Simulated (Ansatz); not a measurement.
Below is the output of a Python script on Ansatz 0.2.0 through its Python package that makes a geometry optimisation of BGeH₅O, SMILES B[O][GeH3]. Write a script that gives it. Use: B3LYP, def2-SVP basis, multiplicity 1, D4 dispersion.

```yaml
atoms:
  - { symbol: B, position_ang: [-0.6835, 0.8170, -0.9544] }
  - { symbol: O, position_ang: [0.4959, 0.0739, -1.0046] }
  - { symbol: Ge, position_ang: [0.5903, -0.6712, 0.6046] }
  - { symbol: H, position_ang: [-1.6799, 0.3872, -1.3108] }
  - { symbol: H, position_ang: [-0.6987, 1.9897, -0.6563] }
  - { symbol: H, position_ang: [0.7006, 0.4449, 1.7061] }
  - { symbol: H, position_ang: [1.9355, -1.5337, 0.6887] }
  - { symbol: H, position_ang: [-0.5680, -1.5649, 0.8709] }
```

Output of `python bgeh5o.py`:
```text
step   1  E = -59315.626037 eV  largest force component 2.5128 eV/A
step   2  E = -59315.770620 eV  largest force component 1.9424 eV/A
step   3  E = -59315.986732 eV  largest force component 1.0600 eV/A
step   4  E = -59316.134937 eV  largest force component 0.3817 eV/A
step   5  E = -59316.194097 eV  largest force component 0.5333 eV/A
step   6  E = -59316.226625 eV  largest force component 0.8994 eV/A
step   7  E = -59316.297584 eV  largest force component 0.2996 eV/A
step   8  E = -59316.387186 eV  largest force component 0.2304 eV/A
step   9  E = -59316.445590 eV  largest force component 0.3740 eV/A
step  10  E = -59316.403583 eV  largest force component 1.2193 eV/A
step  11  E = -59316.471259 eV  largest force component 0.1807 eV/A
step  12  E = -59316.480218 eV  largest force component 0.0367 eV/A
step  13  E = -59316.480484 eV  largest force component 0.0349 eV/A
step  14  E = -59316.480728 eV  largest force component 0.0028 eV/A
step  15  E = -59316.480876 eV  largest force component 0.0202 eV/A
step  16  E = -59316.480731 eV  largest force component 0.0445 eV/A
step  17  E = -59316.480902 eV  largest force component 0.0090 eV/A
reference energy    -59316.291250 eV
total energy        -59316.481159 eV
occupied orbitals outside the frozen core (up, down): [25, 25]  frozen: 0  virtual: [60, 60]
pair        before    after (A)
B0-O1        1.3949   1.3440
B0-H3        1.1422   1.2179
B0-H4        1.2101   1.2114
O1-Ge2       1.7758   1.8141
Ge2-H5       1.5720   1.5370
Ge2-H6       1.6002   1.5371
Ge2-H7       1.4870   1.5406
```

The script that was run (others could print the same):

`bgeh5o.py`
```python
# -*- coding: utf-8 -*-
'''Geometry optimisation of BGeH5O.'''

import itertools

import ansatz as az
from ase.data import atomic_numbers, covalent_radii
import numpy as np

GEOMETRY = '''
B    -0.68350    0.81700   -0.95440
O     0.49590    0.07390   -1.00460
Ge    0.59030   -0.67120    0.60460
H    -1.67990    0.38720   -1.31080
H    -0.69870    1.98970   -0.65630
H     0.70060    0.44490    1.70610
H     1.93550   -1.53370    0.68870
H    -0.56800   -1.56490    0.87090
'''

mol = az.Crystal.molecule()
for line in GEOMETRY.strip().splitlines():
    symbol, *xyz = line.split()
    mol = mol.atom(symbol, [float(v) for v in xyz])

calc = (
    mol.calculation()
    .basis(gaussian='def2-SVP')
    .functional('b3lyp', dispersion='d4')
)
symbols = [site.symbol for site in mol.cartesian_sites]
start = np.array([site.position_ang for site in mol.cartesian_sites], dtype=float)
def progress(event):
    if event['event'] == 'relax_step':
        row = event['data']
        print(f'step {row["step"]:3d}  E = {row["lagrangian_ev"]:.6f} eV  largest force component {row["allowed_force_max_ev_ang"]:.4f} eV/A')


summary = calc.relax(force_tolerance=0.02, max_steps=100).session().plan().execute(on_event=progress).report
end = np.array(summary['positions_ang'])

print('reference energy %16.6f eV' % summary['reference_energy_ev'])
print('total energy     %16.6f eV' % summary['free_energy_ev'])
print('occupied orbitals outside the frozen core (up, down):', summary['n_occupied'], ' frozen:', summary['n_frozen'], ' virtual:', summary['n_virtual'])

# pairs closer than 1.2 times the sum of covalent radii, before or after
radius = [covalent_radii[atomic_numbers[s]] for s in symbols]
span = lambda where, i, j: np.linalg.norm(where[i] - where[j])
bonded = [(i, j) for i, j in itertools.combinations(range(len(symbols)), 2) if min(span(start, i, j), span(end, i, j)) < 1.2 * (radius[i] + radius[j])]
print('pair        before    after (A)')
for i, j in bonded:
    print(f'{symbols[i]}{i}-{symbols[j]}{j}'.ljust(10), f'{span(start, i, j):8.4f} {span(end, i, j):8.4f}')
with open('bgeh5o_opt.xyz', 'w') as handle:
    handle.write(f'{len(symbols)}\nrelaxed BGeH5O\n')
    handle.writelines(f'{s:2s} {x:11.6f} {y:11.6f} {z:11.6f}\n' for s, (x, y, z) in zip(symbols, end))
```

Caveats:
- Total energies depend on the basis set; only differences at equal settings carry meaning.
- The end point is the stationary point reached from this start; no frequency run checks that it is a minimum, and the basis set is modest.
- Total less reference energy is the dispersion correction.
- b3lyp holds the VWN-RPA fit, as in Gaussian; the form of ORCA and Turbomole is b3lyp5.
- Finished in 63 s on 1 thread of Arm Neoverse V1 (shared host), peak memory 0.24 GiB.
